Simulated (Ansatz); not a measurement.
**CH6B2Se: rigid scan of one bond length**

How does the energy of CH6B2Se change as one bond is stretched? Wanted for CH6B2Se: a rigid scan of one bond length.

Program: the Python package of Ansatz 0.2.0. Level of theory: r2SCAN/def2-SVP. These are calculated values, not measurements.

### Step 1. The structure

Bond lengths: B1–B2 1.592 Å, B2–C3 1.570 Å, B2–Se4 2.068 Å, B1–H5 1.226 Å, B1–H6 1.220 Å, C3–H7 1.076 Å, C3–H8 1.124 Å, C3–H9 1.145 Å, Se4–H10 1.506 Å. Angles: B1–B2–C3 119.4°, B1–B2–Se4 120.6°, C3–B2–Se4 119.9°, B2–B1–H5 122.4°, B2–B1–H6 122.7°, H5–B1–H6 114.8°, B2–C3–H7 112.5°, B2–C3–H8 110.3°, B2–C3–H9 111.4°, H7–C3–H8 112.3°, H7–C3–H9 106.8°, H8–C3–H9 103.0°, B2–Se4–H10 89.0°.

ch6b2se.xyz, read by the script:

```xyz
10

B    -1.34500    0.44540   -0.74150
B     0.05580   -0.16600   -0.29440
C     0.30950   -0.48530    1.22180
Se    1.54100   -0.52530   -1.68740
H    -1.59710    0.72610   -1.90830
H    -2.22420    0.73080    0.05470
H    -0.37640   -1.21920    1.60850
H     0.30680    0.46240    1.82650
H     1.36440   -0.89550    1.39210
H     2.04820    0.87540   -1.46910
```

### Step 2. The script

ch6b2se.py

```python
'''Potential curve of CH6B2Se along one bond.'''

import warnings

import ansatz as az
import matplotlib.pyplot as plt
import numpy as np

warnings.simplefilter('ignore', az.DeckWarning)

mol = az.Crystal.molecule_from_extxyz('ch6b2se.xyz')

symbols = [site.symbol for site in mol.cartesian_sites]
start = np.array([site.position_ang for site in mol.cartesian_sites])
axis = (start[4] - start[0]) / np.linalg.norm(start[4] - start[0])
moving = [4]
lengths, energies = [1.079, 1.128, 1.177, 1.226, 1.275, 1.324, 1.373, 1.447], []
for length in lengths:
    xyz = start.copy()
    xyz[moving] += (length - np.linalg.norm(start[4] - start[0])) * axis
    point = az.Crystal.molecule()
    for symbol, place in zip(symbols, xyz):
        point = point.atom(symbol, place.tolist())
    model = (
        point.calculation()
        .basis(gaussian='def2-SVP')
        .functional('r2scan')
    )
    summary = model.run().report
    energies.append(summary['free_energy_ev'])
    print(f'r = {length:6.3f} A  E = {energies[-1]:.5f} eV  <S^2> = {abs(summary["mean_field"]["state"]["spin_squared"]):.3f}')

# quartic fit about the minimum
fit = np.polynomial.Polynomial.fit(lengths, np.array(energies) - min(energies), 4).convert()
roots = [r.real for r in fit.deriv().roots() if abs(r.imag) < 1e-9 and fit.deriv(2)(r.real) > 0]
r_e = min(roots, key=lambda r: abs(r - lengths[int(np.argmin(energies))]))
print(f'minimum of the fit at {r_e:.4f} A, force constant {fit.deriv(2)(r_e):.2f} eV/A^2')
plt.figure(figsize=(4.5, 3))
plt.plot(lengths, np.array(energies) - min(energies), 'o-')
plt.xlabel('bond length (A)')
plt.ylabel('E - E(min) (eV)')
plt.tight_layout()
plt.savefig('scan.png', dpi=100)
```

### Step 3. The input behind the calls

The package turns the script's settings into the engine's input (first run):

```yaml
crystal:
  periodic: [false, false, false]
  atoms:
    - { symbol: B, position_ang: [-1.345, 0.4454, -0.7415] }
    - { symbol: B, position_ang: [0.0558, -0.166, -0.2944] }
    - { symbol: C, position_ang: [0.3095, -0.4853, 1.2218] }
    - { symbol: Se, position_ang: [1.541, -0.5253, -1.6874] }
    - { symbol: H, position_ang: [-1.5668215350198138, 0.6923865326460205, -1.7681615115474767] }
    - { symbol: H, position_ang: [-2.2242, 0.7308, 0.0547] }
    - { symbol: H, position_ang: [-0.3764, -1.2192, 1.6085] }
    - { symbol: H, position_ang: [0.3068, 0.4624, 1.8265] }
    - { symbol: H, position_ang: [1.3644, -0.8955, 1.3921] }
    - { symbol: H, position_ang: [2.0482, 0.8754, -1.4691] }
basis:
  gaussian:
    orbitals: def2-SVP
hamiltonian:
  xc: r2scan
```

### Step 4. The run

Run with:

```
$ python ch6b2se.py
```

Without the output at hand: what should come out? Wanted: range of energy; lowest point, distance.

**Answer**, as computed:

| quantity | value |
| --- | --- |
| bond length at the fit's minimum | 1.2106 Å |
| runs compared | 8 |
| range of energy | 0.440 eV |
| lowest point, distance (Å) | 1.23 |

The lowest point, at 1.23, lies inside the range. The ends stand 0.246 and 0.44 eV above it. The distance scanned is the script's pair 0, 4. Caveats:
- The rest of the molecule is held rigid at a force-field or estimated start geometry, and the basis set is modest; single-reference methods fail as a bond breaks.
- The orbitals are restricted, so S² is zero by construction.
